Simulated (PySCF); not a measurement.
# One shape, several levels: CH7NOSi (SMILES OCN[SiH3])

We compute a comparison of 5 runs (HF/STO-3G, HF/3-21G, HF/def2-SVP, B2PLYP/def2-SVP, BP86/6-31G**) of CH7NOSi. The job is set up through a Python script.

The calculation is run with PySCF 2.14.0.

**1. The system as given**

CH7NOSi has 11 atoms, charge 0, and is taken as a singlet. As SMILES, `OCN[SiH3]`. The coordinates come from a PBE0-D4/def2-TZVP relaxation. This is one conformer, not always the lowest.

Bond lengths: O1–C2 1.405 Å, C2–N3 1.432 Å, N3–Si4 1.720 Å, O1–H5 0.962 Å, C2–H6 1.095 Å, C2–H7 1.100 Å, N3–H8 1.009 Å, Si4–H9 1.487 Å, Si4–H10 1.492 Å, Si4–H11 1.485 Å. Some angles: O1–C2–N3 112.6°, C2–N3–Si4 124.6°, O1–C2–H6 104.7°, O1–C2–H7 111.2°, N3–C2–H6 112.6°, N3–C2–H7 107.8°, C2–O1–H5 107.2°, C2–N3–H8 113.6°, Si4–N3–H8 119.4°, N3–Si4–H9 108.0°.

**2. Energy and gradient at HF/STO-3G (run 1)**

File calc.py:

```python
import pyscf.grad
from pyscf import gto

mol = gto.Mole()
mol.atom = [
    ('O', (-1.208000, 1.808500, -0.668400)),
    ('C', (-0.009800, 1.197800, -0.260600)),
    ('N', (0.021500, -0.204300, -0.552200)),
    ('Si', (0.472500, -1.425900, 0.571200)),
    ('H', (-1.930700, 1.291100, -0.299300)),
    ('H', (0.776900, 1.753100, -0.781300)),
    ('H', (0.150800, 1.320600, 0.820400)),
    ('H', (0.033200, -0.410500, -1.539700)),
    ('H', (-0.212700, -1.140500, 1.860100)),
    ('H', (1.934400, -1.515500, 0.858100)),
    ('H', (0.037100, -2.731600, 0.012700)),
]
mol.basis = 'sto-3g'
mol.max_memory = 1860
mol.verbose = 3
mol.spin = 0
mol.build()

myscf = mol.RHF()
myscf.conv_tol = 1e-10
myscf.kernel()
if not myscf.converged:
    myscf = myscf.newton().run(myscf.mo_coeff, myscf.mo_occ)

energy = myscf.e_tot
print('E(%s) = %.9f' % ('HF', energy))
grad = myscf.Gradients().kernel()
myscf.analyze()
```

Run with:

```
OMP_NUM_THREADS=1 python calc.py
```

What it wrote:

```text
converged SCF energy = -454.655690832358
E(HF) = -454.655690832
--------------- RHF gradients ---------------
         x                y                z
0 O    -0.0019226964    -0.0392391931     0.0255199125
1 C    -0.0110415960    -0.0053563870    -0.0111351897
2 N    -0.0004200960     0.0237568847    -0.0042088110
3 Si    -0.0078462872     0.0297568381    -0.0260283757
4 H     0.0205499308     0.0232713006    -0.0162104115
5 H    -0.0052887518    -0.0036529185     0.0008408178
6 H    -0.0014473515    -0.0020882787    -0.0015927458
7 H    -0.0014309613    -0.0001530333     0.0078067411
8 H    -0.0147508832     0.0069784007     0.0289873093
9 H     0.0326252364    -0.0045715248     0.0088571354
10 H    -0.0090265439    -0.0287020887    -0.0128363823
----------------------------------------------
**** MO energy ****
MO #1   energy= -68.0083465681455  occ= 2
MO #2   energy= -20.2400393513586  occ= 2
MO #3   energy= -15.2481148907385  occ= 2
MO #4   energy= -11.1192197520948  occ= 2
MO #5   energy= -5.98541964761184  occ= 2
MO #6   energy= -4.01114185362908  occ= 2
MO #7   energy= -4.01103015114739  occ= 2
MO #8   energy= -4.01054850803848  occ= 2
MO #9   energy= -1.28881828385632  occ= 2
MO #10  energy= -1.08779020588926  occ= 2
MO #11  energy= -0.829632196534093 occ= 2
MO #12  energy= -0.692730805250968 occ= 2
MO #13  energy= -0.636593760232913 occ= 2
MO #14  energy= -0.552241105546082 occ= 2
MO #15  energy= -0.544666823359608 occ= 2
MO #16  energy= -0.490933506073633 occ= 2
MO #17  energy= -0.439367997431731 occ= 2
MO #18  energy= -0.428053649542192 occ= 2
MO #19  energy= -0.392563812667719 occ= 2
MO #20  energy= -0.351173675591926 occ= 2
MO #21  energy= -0.290640564868271 occ= 2
MO #22  energy= 0.485772488575842  occ= 0
MO #23  energy= 0.521821087936422  occ= 0
MO #24  energy= 0.534081190629046  occ= 0
MO #25  energy= 0.559495999733036  occ= 0
MO #26  energy= 0.610518114495203  occ= 0
MO #27  energy= 0.657149511987021  occ= 0
MO #28  energy= 0.700157224827053  occ= 0
MO #29  energy= 0.74694869959388   occ= 0
MO #30  energy= 0.786802162199237  occ= 0
MO #31  energy= 0.82823117407398   occ= 0
 ** Mulliken atomic charges  **
charge of    0O =     -0.23282
charge of    1C =      0.12123
charge of    2N =     -0.41699
charge of    3Si =      0.71052
charge of    4H =      0.13129
charge of    5H =      0.02168
charge of    6H =      0.01203
charge of    7H =      0.10734
charge of    8H =     -0.15035
charge of    9H =     -0.15796
charge of   10H =     -0.14597
Dipole moment(X, Y, Z, Debye):  0.45496, -1.38034,  0.52362
```

It took 3.9 s on 1 thread of Intel Xeon at 2.50GHz (Skylake/Cascade Lake), shared host; peak memory 0.12 GiB.

**3. Energy and forces at HF/3-21G (run 2)**

File run.py:

```python
import pyscf.grad
from pyscf import gto

system = gto.Mole()
system.atom = '''
O     -1.208000     1.808500    -0.668400
C     -0.009800     1.197800    -0.260600
N      0.021500    -0.204300    -0.552200
Si     0.472500    -1.425900     0.571200
H     -1.930700     1.291100    -0.299300
H      0.776900     1.753100    -0.781300
H      0.150800     1.320600     0.820400
H      0.033200    -0.410500    -1.539700
H     -0.212700    -1.140500     1.860100
H      1.934400    -1.515500     0.858100
H      0.037100    -2.731600     0.012700
'''
system.basis = '3-21g'
system.spin = 0
system.verbose = 4
system.max_memory = 1860
system.build()

mf = system.RHF()
mf.conv_tol = 1e-10
mf.kernel()
if not mf.converged:
    mf = mf.newton().run(mf.mo_coeff, mf.mo_occ)

e_final = mf.e_tot
print(f'total energy: {e_final:.8f} hartree')
grad = mf.Gradients().kernel()
mf.analyze()
```

Run with:

```
OMP_NUM_THREADS=1 python run.py
```

What it wrote:

```text
PySCF version 2.14.0

[... 68 lines left out ...]
total energy: -457.69754729 hartree
[... 17 lines left out ...]
DFT Exchange-Correlation Energy =      -42.869778560682335
[... 7 lines left out ...]
MO #6   energy= -4.22149639942106  occ= 2
[... 5 lines left out ...]
MO #12  energy= -0.752658208758049 occ= 2
[... 5 lines left out ...]
MO #18  energy= -0.491339448056162 occ= 2
[... 5 lines left out ...]
MO #24  energy= 0.229733293171099  occ= 0
[... 5 lines left out ...]
MO #30  energy= 0.425155602107266  occ= 0
[... 5 lines left out ...]
MO #36  energy= 0.998808215729743  occ= 0
[... 5 lines left out ...]
MO #42  energy= 1.34065882414463   occ= 0
[... 5 lines left out ...]
MO #48  energy= 1.72834949657222   occ= 0
[... 5 lines left out ...]
MO #54  energy= 3.44008862236107   occ= 0
[... 29 lines left out ...]
pop of  3 Si 1s           1.99999
pop of  3 Si 2s           1.99983
pop of  3 Si 3s           1.00981
pop of  3 Si 4s           0.00396
pop of  3 Si 2px          1.99985
pop of  3 Si 2py          1.99975
pop of  3 Si 2pz          1.99976
pop of  3 Si 3px          0.83428
pop of  3 Si 3py          0.69910
pop of  3 Si 3pz          0.72331
pop of  3 Si 4px          0.01714
pop of  3 Si 4py          0.01122
pop of  3 Si 4pz          0.01186
pop of  4 H 1s            0.69828
pop of  4 H 2s            0.01239
pop of  5 H 1s            0.89899
pop of  5 H 2s            0.01162
pop of  6 H 1s            0.92397
pop of  6 H 2s            0.00966
pop of  7 H 1s            0.77632
pop of  7 H 2s            0.01069
pop of  8 H 1s            1.12675
pop of  8 H 2s            0.00169
pop of  9 H 1s            1.14596
pop of  9 H 2s            0.00343
pop of  10 H 1s           1.11739
pop of  10 H 2s           0.00125
 ** Mulliken atomic charges  **
charge of    0O =     -0.51511
charge of    1C =      0.18838
charge of    2N =     -0.62502
charge of    3Si =      0.69013
charge of    4H =      0.28933
charge of    5H =      0.08940
charge of    6H =      0.06637
charge of    7H =      0.21299
charge of    8H =     -0.12844
charge of    9H =     -0.14938
charge of   10H =     -0.11864
Dipole moment(X, Y, Z, Debye):  0.47705, -1.23247,  0.31866
```

Wall time 4.2 s (1 thread of Intel Xeon at 2.50GHz (Skylake/Cascade Lake), shared host); peak memory 0.13 GiB.

Runs 3 to 4 aren't shown in full; the table further down has their settings and results.

**4. Energy and gradient at BP86/6-31G(d,p) (spherical functions) (run 5)**

File input.py:

```python
import pyscf.grad
from pyscf import gto, dft

mol = gto.M(
    atom='''
O     -1.208000     1.808500    -0.668400
C     -0.009800     1.197800    -0.260600
N      0.021500    -0.204300    -0.552200
Si     0.472500    -1.425900     0.571200
H     -1.930700     1.291100    -0.299300
H      0.776900     1.753100    -0.781300
H      0.150800     1.320600     0.820400
H      0.033200    -0.410500    -1.539700
H     -0.212700    -1.140500     1.860100
H      1.934400    -1.515500     0.858100
H      0.037100    -2.731600     0.012700
''',
    basis='6-31g**',
    max_memory=1860,
    verbose=4,
    spin=0,
)

mf = dft.RKS(mol)
mf.xc = 'bp86'
mf.conv_tol = 1e-10
mf.grids.level = 5
mf.kernel()
if not mf.converged:
    mf = mf.newton().run(mf.mo_coeff, mf.mo_occ)

e_tot = mf.e_tot
print('Final energy', e_tot)
grad = mf.Gradients().kernel()
mf.analyze()
```

Run with:

```
OMP_NUM_THREADS=1 python input.py
```

What it wrote:

```text
PySCF version 2.14.0

[... 96 lines left out ...]
Nuclear Repulsion Energy =             173.728160468573520
[... 10 lines left out ...]
MO #5   energy= -5.06533077049019  occ= 2
[... 8 lines left out ...]
MO #14  energy= -0.408535435241697 occ= 2
[... 8 lines left out ...]
MO #23  energy= 0.0405745963155222 occ= 0
[... 8 lines left out ...]
MO #32  energy= 0.209124686957093  occ= 0
[... 8 lines left out ...]
MO #41  energy= 0.627118728719953  occ= 0
[... 8 lines left out ...]
MO #50  energy= 0.940832433413793  occ= 0
[... 8 lines left out ...]
MO #59  energy= 1.32015600218039   occ= 0
[... 8 lines left out ...]
MO #68  energy= 1.92748894391952   occ= 0
[... 8 lines left out ...]
MO #77  energy= 2.25371286362156   occ= 0
[... 8 lines left out ...]
MO #86  energy= 2.6766565398224    occ= 0
[... 8 lines left out ...]
MO #95  energy= 3.47561870299374   occ= 0
[... 70 lines left out ...]
pop of  5 H 2py           0.00034
pop of  5 H 2pz           0.00021
pop of  6 H 1s            0.90316
pop of  6 H 2s            0.00693
pop of  6 H 2px           0.00013
pop of  6 H 2py           0.00018
pop of  6 H 2pz           0.00067
pop of  7 H 1s            0.76337
pop of  7 H 2s            0.01165
pop of  7 H 2px           0.00101
pop of  7 H 2py           0.00010
pop of  7 H 2pz           0.00070
pop of  8 H 1s            1.08986
pop of  8 H 2s            0.00249
pop of  8 H 2px           0.00048
pop of  8 H 2py           0.00014
pop of  8 H 2pz           0.00161
pop of  9 H 1s            1.11178
pop of  9 H 2s            0.00379
pop of  9 H 2px           0.00234
pop of  9 H 2py           0.00005
pop of  9 H 2pz           0.00008
pop of  10 H 1s           1.08181
pop of  10 H 2s           0.00231
pop of  10 H 2px          0.00019
pop of  10 H 2py          0.00163
pop of  10 H 2pz          0.00035
 ** Mulliken atomic charges  **
charge of    0O =     -0.50319
charge of    1C =      0.08065
charge of    2N =     -0.54056
charge of    3Si =      0.52842
charge of    4H =      0.31375
charge of    5H =      0.10773
charge of    6H =      0.08893
charge of    7H =      0.22316
charge of    8H =     -0.09458
charge of    9H =     -0.11804
charge of   10H =     -0.08629
Dipole moment(X, Y, Z, Debye):  0.02170, -0.76900, -0.09613
```

Wall time 75 s (1 thread of Intel Xeon at 2.50GHz (Skylake/Cascade Lake), shared host); peak memory 0.94 GiB.

**5. All runs side by side**

| run | level | task | frozen core orbitals | energy (Eh) | dipole moment (D) | HOMO energy (eV) | LUMO energy (eV) | wall time |
| --- | --- | --- | --- | --- | --- | --- | --- | --- |
| 1 | HF/STO-3G | gradient | – | -454.655691 | 1.54 | -7.91 | 13.22 | 3.9 s |
| 2 | HF/3-21G | gradient | – | -457.697547 | 1.36 | -10.35 | 4.56 | 4.2 s |
| 3 | HF/def2-SVP | gradient | – | -459.973389 | 1.05 | -10.65 | 4.15 | 18 s |
| 4 | B2PLYP/def2-SVP | energy | 8 | -461.261484 | 0.94 | -8.40 | 2.11 | 45 s |
| 5 | BP86/6-31G** (spherical functions) | gradient | – | -461.791312 | 0.78 | -5.61 | 0.01 | 75 s |

**6. Results**

| quantity | value |
| --- | --- |
| run 5: total energy | -461.79131 Eh |
| run 5: dipole moment | 0.78 D |
| run 5: HOMO energy | -5.61 eV |
| run 5: LUMO energy | 0.01 eV |
| run 5: HOMO–LUMO gap | 5.62 eV |
| run 5: largest force on an atom | 1.017 eV/Å |

In words: The dipole moment (its size) runs from 0.78 D (BP86/6-31G**) to 1.54 D (HF/STO-3G). The two ends differ in method and basis. The HOMO–LUMO gap runs from 5.62 eV (BP86/6-31G**) to 21.13 eV (HF/STO-3G). Totals of different functionals can't be ranked against each other. In run 1 the basis is minimal, so the values are rough. All runs together took 2.4 min, the longest 75 s.
